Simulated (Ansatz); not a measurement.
# WSe2: the cost of one run

Program: Ansatz 0.2.0. Level of theory: DFT PBEsol, scalar-relativistic, plane waves, PAW. These are calculated values, not measurements.

**1. The starting structure**

It takes space group P-6m2 (No. 187, hexagonal). Conventional cell: a = 3.318 Å, b = 3.318 Å, c = 16.658 Å, α = 90.00°, β = 90.00°, γ = 120.00°. W (site symmetry -6m2) is surrounded by 6 Se at 2.54 Å. Se (site symmetry 3m) has 3 W at 2.54 Å in its first shell of neighbours.

Coordinates:

```xyz
3
Lattice="3.3179 0.0000 0.0000 -1.6590 2.8734 0.0000 0.0000 0.0000 16.6581" Properties=species:S:1:pos:R:3 pbc="T T T"
W     0.0000    0.0000    0.0000
Se    0.0000    1.9156    1.6623
Se    0.0000    1.9156   14.9959
```

It goes back to an entry of the Materials Project, which need not be the stable form.

The cell is taken as given, not relaxed at this level.

**2. Zero of energy**

The reference gives a free energy of -21106.7061 eV, pressure -1.09 GPa, largest force 0.130 eV/Å and gap on the mesh 1.52 eV. It was computed beforehand with the settings of the runs below.

**3. Normal modes**

input.yaml reads:

```yaml
crystal:
  lattice:
    - [3.3179375931, 0.0, 0.0]
    - [-1.6589687966, 2.8734182438, 0.0]
    - [0.0, 0.0, 16.65814242]
  atoms:
    - { symbol: W, position: [0.0, 0.0, 0.0] }
    - { symbol: Se, position: [0.3333333333, 0.6666666667, 0.09978652] }
    - { symbol: Se, position: [0.3333333333, 0.6666666667, 0.90021348] }
basis:
  ecutwfc: 420
kpoints:
  mp_grid: { grid: [12, 12, 2] }
hamiltonian:
  xc: pbesol
scf:
  occupations: { method: gaussian, width: 0.05 }
output:
  eigenvalues: true
phonons:
  method: fd
  supercell: [1, 1, 1]
  amplitude: 0.02
  eigenvectors: true
  dielectric: false
```

Command:

```console
ansatz run input.yaml --threads 2 --pin off --max-ram 5120MiB --backend cpu --events-out ev --progress --plain --runs-dir out
```

**Question.** How long does this run take on 2 threads of Intel Xeon Platinum 8175M at 2.50GHz (Skylake/Cascade Lake), shared host, and how much memory does it need?

About 81 s, with a peak of 0.85 GiB.
